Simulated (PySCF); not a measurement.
**A diatomic session: TlC+**

An exercise on one series of results from a longer session: the logs are not shown, and one member is left open.

The runs use PySCF 2.14.0; Tl aug-cc-pVDZ-PP with ECP60, C aug-cc-pVDZ, scalar-relativistic core potentials.

The first run:

The job is set up so:

```
atoms                         : Tl, C
charge                        : 1
basis                         : Tl aug-cc-pVDZ-PP with ECP60, C aug-cc-pVDZ
Hamiltonian                   : scalar-relativistic core potentials
basis functions               : 55
electrons treated             : 26
masses in u                   : 204.9744, 12.0000
levels                        : PBE0, PBE, r²SCAN, TPSS, MN15, PW91, LC-ωPBE, HF, MP2, SCS-MP2, CCSD, CCSD(T)
grid                          : 80 radial by 434 angular points
occupations                   : held fixed by the projection of orbital angular momentum
dissociation limit            : Tl+ + C, each in its ground configuration
starting distance in angstrom : 2.240
values of 2S to try           : 0, 2
```

Command:

```console
> OMP_NUM_THREADS=1 python dia.py task.json out
```

Steps of the session up to this table: The job; The PBE0 curve of the state that the search chose; Higher solutions at PBE0; PBE (GGA); r²SCAN; TPSS (meta-GGA); MN15; PW91 (GGA); LC-ωPBE (range-separated hybrid); UHF (mean field); Correlated methods on the Hartree–Fock reference.

One of the session's tables, all rows but one given; the rest of the session is left out.

It belongs to the step «Constants by level of theory». 

| level | Re (Å) | ωe (cm⁻¹) | De (eV) |
| --- | --- | --- | --- |
| UHF | 3.397 | 90.1 | 0.131 |
| UHF-MP2 | 3.133 | 126.1 | 0.220 |
| UHF-SCS-MP2 | 3.184 | 118.4 | 0.198 |
| UHF-CCSD | 3.158 | 121.1 | 0.209 |
| UHF-CCSD(T) | 3.131 | 125.2 | 0.220 |
| PBE | 2.976 | 150.8 | 0.342 |
| PW91 | 2.963 | 153.5 | 0.365 |
| TPSS | 2.987 | 148.4 | 0.308 |
| r²SCAN | ? | ? | ? |
| PBE0 | 3.000 | 146.8 | 0.287 |
| MN15 | 2.982 | 158.1 | 0.330 |
| LC-ωPBE | 3.058 | 131.4 | 0.219 |

Estimate the missing values for r²SCAN.

**Answer.** Re (Å): 2.973; ωe (cm⁻¹): 153.4; De (eV): 0.320. In the column «Re (Å)» it lies between PW91 (2.963) and PBE (2.976).

De is counted to Tl+ + C in their ground configurations.

Limits of these values: The bond is weak, and basis-set superposition, which was not computed, may be a sizeable part of it.
